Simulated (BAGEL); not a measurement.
# CH5FOSn (SMILES FC[O][SnH3]), step by step

Aim: the energy (HF/x2c-SVPall), then the energy (NEVPT2(2,2)/x2c-SVPall) of CH5FOSn. 

The results are computed with BAGEL 1.2.2.

1 further run of the same task is left out (set aside as unsound or not needed).

## Step 1: The system as given

CH5FOSn: 9 atoms, total charge 0, spin state singlet. As SMILES, `FC[O][SnH3]`. The F1–Sn4 distance was set to 4.632 Å, away from the relaxed value. At this shape a bond of the SMILES string is far longer than usual.

Bond lengths: C2–O3 1.354 Å, O3–Sn4 1.991 Å, C2–H5 1.100 Å, C2–H6 1.095 Å, Sn4–H7 1.705 Å, Sn4–H8 1.700 Å, Sn4–H9 1.699 Å. Angles: C2–O3–Sn4 118.4°, O3–C2–H5 113.4°, O3–C2–H6 109.7°, O3–Sn4–H7 106.3°, O3–Sn4–H8 101.6°, O3–Sn4–H9 108.3°, H5–C2–H6 110.9°, H7–Sn4–H8 113.4°, H7–Sn4–H9 113.3°, H8–Sn4–H9 112.8°.

## Step 2: The energy at HF/x2c-SVPall (DKH2, density fitting with AutoAux) (run 1)

Input file input.json:

```json
{ "bagel": [

{
  "title": "molecule",
  "basis": "x2c-svpall.json",
  "df_basis": "x2c-svpall-autoaux.json",
  "angstrom": true,
  "dkh": true,
  "geometry": [
    { "atom": "F", "xyz": [       0.653685,       3.892822,      -0.411849 ] },
    { "atom": "C", "xyz": [      -1.291500,       0.566100,       0.277800 ] },
    { "atom": "O", "xyz": [      -0.736000,      -0.463400,      -0.405000 ] },
    { "atom": "Sn", "xyz": [       1.239300,      -0.701500,      -0.319700 ] },
    { "atom": "H", "xyz": [      -1.258800,       0.434000,       1.369300 ] },
    { "atom": "H", "xyz": [      -2.319100,       0.724600,      -0.066100 ] },
    { "atom": "H", "xyz": [       1.690100,      -0.390300,       1.294800 ] },
    { "atom": "H", "xyz": [       1.407800,      -2.333100,      -0.765300 ] },
    { "atom": "H", "xyz": [       1.953500,       0.363100,      -1.434400 ] }
  ]
},

{ "title": "hf" },

{ "title": "print", "file": "orbitals.molden", "orbitals": true }

]}
```

The basis set x2c-SVPall is read from a file made from the Basis Set Exchange's data (not shown).

The run is started by

```sh
$ BAGEL_NUM_THREADS=1 BAGEL input.json > input.out
```

Log:

```text
* using 1 threads per process

  ===============================================================
  ===============================================================

  *** Geometry ***

  { "atom" : "F", "xyz" : [      1.235286,      7.356367,     -0.778282 ] },
  { "atom" : "C", "xyz" : [     -2.440581,      1.069774,      0.524966 ] },
  { "atom" : "O", "xyz" : [     -1.390838,     -0.875699,     -0.765339 ] },
  { "atom" : "Sn", "xyz" : [      2.341938,     -1.325643,     -0.604145 ] },
  { "atom" : "H", "xyz" : [     -2.378787,      0.820141,      2.587602 ] },
  { "atom" : "H", "xyz" : [     -4.382464,      1.369296,     -0.124911 ] },
  { "atom" : "H", "xyz" : [      3.193826,     -0.737560,      2.446817 ] },
  { "atom" : "H", "xyz" : [      2.660356,     -4.408920,     -1.446207 ] },
  { "atom" : "H", "xyz" : [      3.691580,      0.686160,     -2.710623 ] },

  Number of auxiliary basis functions:      803

  Since a DF basis is specified, we compute 2- and 3-index integrals:
    o Being stored without compression. Storage requirement is 0.068 GB

  Number of basis functions:      103
  Number of electrons      :       78

    * METHOD: MOLECULE                             0.70

  *** RHF ***

  === Nuclear Repulsion ===
   332.3867653097

      * DIIS with orbital gradients will be used.

  === RHF iteration (x2c-svpall.json) ===
      0      -6385.95979643          0.01624583           0.30
      1      -6384.84167581          0.02736704           0.28
      2      -6386.16448627          0.00895757           0.28
      3      -6386.22136249          0.00473686           0.28
      4      -6386.23972827          0.00224878           0.28
      5      -6386.24614162          0.00087907           0.28
      6      -6386.24809328          0.00033956           0.28
      7      -6386.24949761          0.00029158           0.29
      8      -6386.24997017          0.00011879           0.29
      9      -6386.25007891          0.00004714           0.29
     10      -6386.25008620          0.00001939           0.29
     11      -6386.25008702          0.00000899           0.29
     12      -6386.25008731          0.00000326           0.29
     13      -6386.25008738          0.00000169           0.29
     14      -6386.25008742          0.00000109           0.29
     15      -6386.25008744          0.00000083           0.29
     16      -6386.25008745          0.00000046           0.29
     17      -6386.25008745          0.00000026           0.29
     18      -6386.25008745          0.00000018           0.29
     19      -6386.25008745          0.00000010           0.29
     20      -6386.25008745          0.00000003           0.29
     21      -6386.25008745          0.00000002           0.29
     22      -6386.25008745          0.00000001           0.30
    * SCF iteration converged.

    * Permanent dipole moment:
           (    1.501936,     5.664168,    -1.080898) a.u.

    * METHOD: HF                                   7.35

    * METHOD: PRINT                                0.03

  ===============================================================
```

Run time: 8.4 s. Hardware: 1 thread of Arm Neoverse V1, shared host; peak memory 0.26 GiB.

## Step 3: The energy at NEVPT2(2,2)/x2c-SVPall (DKH2, density fitting with AutoAux) (run 2)

Input file job.json:

```json
{ "bagel" : [

{
  "title" : "molecule",
  "basis" : "x2c-svpall.json",
  "df_basis" : "x2c-svpall-autoaux.json",
  "angstrom" : true,
  "dkh" : true,
  "geometry" : [
    { "atom" : "F", "xyz" : [    0.653685,    3.892822,   -0.411849 ] },
    { "atom" : "C", "xyz" : [   -1.291500,    0.566100,    0.277800 ] },
    { "atom" : "O", "xyz" : [   -0.736000,   -0.463400,   -0.405000 ] },
    { "atom" : "Sn", "xyz" : [    1.239300,   -0.701500,   -0.319700 ] },
    { "atom" : "H", "xyz" : [   -1.258800,    0.434000,    1.369300 ] },
    { "atom" : "H", "xyz" : [   -2.319100,    0.724600,   -0.066100 ] },
    { "atom" : "H", "xyz" : [    1.690100,   -0.390300,    1.294800 ] },
    { "atom" : "H", "xyz" : [    1.407800,   -2.333100,   -0.765300 ] },
    { "atom" : "H", "xyz" : [    1.953500,    0.363100,   -1.434400 ] }
  ]
},
{
  "title" : "hf"
},
{
  "title" : "nevpt2",
  "nstate" : 1,
  "nact" : 2,
  "nclosed" : 38,
  "active" : [39, 40],
  "maxiter" : 200,
  "natocc" : true,
  "ncore" : 21
},
{
  "title" : "print",
  "file" : "orbitals.molden",
  "orbitals" : true
}

]}
```

The basis set x2c-SVPall is read from a file made from the Basis Set Exchange's data (not shown).

The run is started by

```sh
$ BAGEL_NUM_THREADS=1 BAGEL job.json > job.out
```

Log:

```text
* using 1 threads per process

  ===============================================================
  ===============================================================

  *** Geometry ***

  { "atom" : "F", "xyz" : [      1.235286,      7.356367,     -0.778282 ] },
  { "atom" : "C", "xyz" : [     -2.440581,      1.069774,      0.524966 ] },
  { "atom" : "O", "xyz" : [     -1.390838,     -0.875699,     -0.765339 ] },
[... 5 lines of this table left out ...]
  { "atom" : "H", "xyz" : [      3.691580,      0.686160,     -2.710623 ] },

  Number of auxiliary basis functions:      803

  Since a DF basis is specified, we compute 2- and 3-index integrals:
    o Being stored without compression. Storage requirement is 0.068 GB

  Number of basis functions:      103
  Number of electrons      :       78

    * METHOD: MOLECULE                             0.70

  *** RHF ***

[... 11 lines left out ...]
    * SCF iteration converged.
[... 1 line left out ...]
    * Permanent dipole moment:
[... 22 lines left out ...]
      0  0     -6386.27629084     2.47e-02      0.07

      1  0     -6386.38482595     3.90e-03      1.65
[... 23 lines of this table left out ...]
     13  0     -6386.39210107     3.93e-09      1.61

    * Second-order optimization converged. *

     guess   0:   closed 1.                   open ..

  === FCI iteration ===

      0  0     -6386.10852754     1.74e-01      0.00
      1  0     -6386.34670061     6.05e-02      0.00
      2  0 *   -6386.39210107     2.17e-16      0.00

     * ci vector, state   0, <S^2> = 0.0000
       2.    -0.7263050466
       .2     0.6873725186

  === DF-NEVPT2 calculation ===

    * 3-index integral transformation done
    * assembly done

      NEVPT2 correlation energy:   -0.6070985912      0.35

          (+0)     -0.4571854892
          (+0)'    -0.0549897752
          (+1)     -0.0278711185
          (+1)'    -0.0000797342
          (+2)     -0.0000119714
          (-1)     -0.0668979150
          (-1)'    -0.0000510156
          (-2)     -0.0000115722

      NEVPT2 total energy:       -6386.9991996629

    * METHOD: NEVPT2                              27.46

    * METHOD: PRINT                                0.03

  ===============================================================
```

Wall time 36 s (1 thread of Arm Neoverse V1, shared host); peak memory 0.28 GiB.

## Step 4: What came out

| quantity | value |
| --- | --- |
| run 1, HF/x2c-SVPall: total energy | -6386.25009 Eh |
| run 1, HF/x2c-SVPall: dipole moment | 15.15 D |
| run 1, HF/x2c-SVPall: HOMO energy | -6.96 eV |
| run 1, HF/x2c-SVPall: LUMO energy | -2.17 eV |
| run 1, HF/x2c-SVPall: HOMO–LUMO gap | 4.79 eV |
| run 2, NEVPT2(2,2)/x2c-SVPall: total energy | -6386.99920 Eh |

One bond (run 1, HF/x2c-SVPall) is far stretched, which a spin-restricted single reference describes badly; a broken-symmetry solution may lie lower.
